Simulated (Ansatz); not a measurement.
# CH3FGeS, SMILES C[S][Ge][F]: a rigid torsion scan

Computed with Ansatz 0.2.0, Python API.

Typed at the interpreter:
```pycon
>>> import ansatz as az
>>> from ase import Atoms
>>> BASIS = "def2-SVP"
>>> FUNCTIONAL = "b3lyp"
>>> FORCE_TOL = 0.02
>>> atoms = Atoms(["C", "S", "Ge", "F", "H", "H", "H"], positions=[
...     (-0.6134, 0.446, 0.4576),
...     (-0.8051, -0.2365, -1.217),
...     (0.9035, -1.5922, -0.9396),
...     (2.4684, -0.6334, -0.6922),
...     (-1.4634, 1.2364, 0.563),
...     (-0.7772, -0.2827, 1.2162),
...     (0.3483, 0.9945, 0.5664),
... ])
>>> # start the scan from a relaxed geometry
>>> first = (
...     az.Crystal.molecule_from_ase(atoms).calculation()
...     .basis(gaussian=BASIS)
...     .functional(FUNCTIONAL)
...     .relax(force_tolerance=FORCE_TOL, max_steps=80)
... )
>>> atoms.positions = first.run(threads=1).report["positions_ang"]

>>> start = atoms.get_dihedral(4, 0, 1, 2)
>>> energies = {}
>>> for turn in range(0, 360, 40):
...     turned = atoms.copy()
...     turned.set_dihedral(4, 0, 1, 2, start + turn, indices=[1, 2, 3])
...     model = (
...         az.Crystal.molecule_from_ase(turned).calculation()
...         .basis(gaussian=BASIS)
...         .functional(FUNCTIONAL)
...     )
...     energies[round((start + turn) % 360)] = model.run(threads=1).report["free_energy_ev"]
...
>>> floor = min(energies.values())
>>> print("dihedral H4-C0-S1-Ge2 (deg)   E - E(min) (eV)")
dihedral H4-C0-S1-Ge2 (deg)   E - E(min) (eV)
>>> for angle, e in sorted(energies.items()):
...     print(f"{angle:8d} {(e - floor):14.3f}  " + "#" * int(30 * (e - floor) / max(max(energies.values()) - floor, 1e-9)))
...
       1          0.004  ##
      41          0.037  ##########################
      81          0.033  ########################
     121          0.000
     161          0.034  ########################
     201          0.035  #########################
     241          0.004  ##
     281          0.041  ##############################
     321          0.040  #############################
```

Reading the output:
- The scan is rigid and the energies are electronic, in a modest basis. With rigid groups the curve can differ much from the relaxed path, the start wasn't checked as a minimum of this torsion, and equivalent turns needn't return to the same energy.
- b3lyp holds the VWN-RPA fit, as in Gaussian; the form of ORCA and Turbomole is b3lyp5.
- The whole script took 87 s on 1 thread of Arm Neoverse V1, with other jobs on the host, peak memory 0.28 GiB.

(Lines on the test bed's own set-up are left out of the output.)
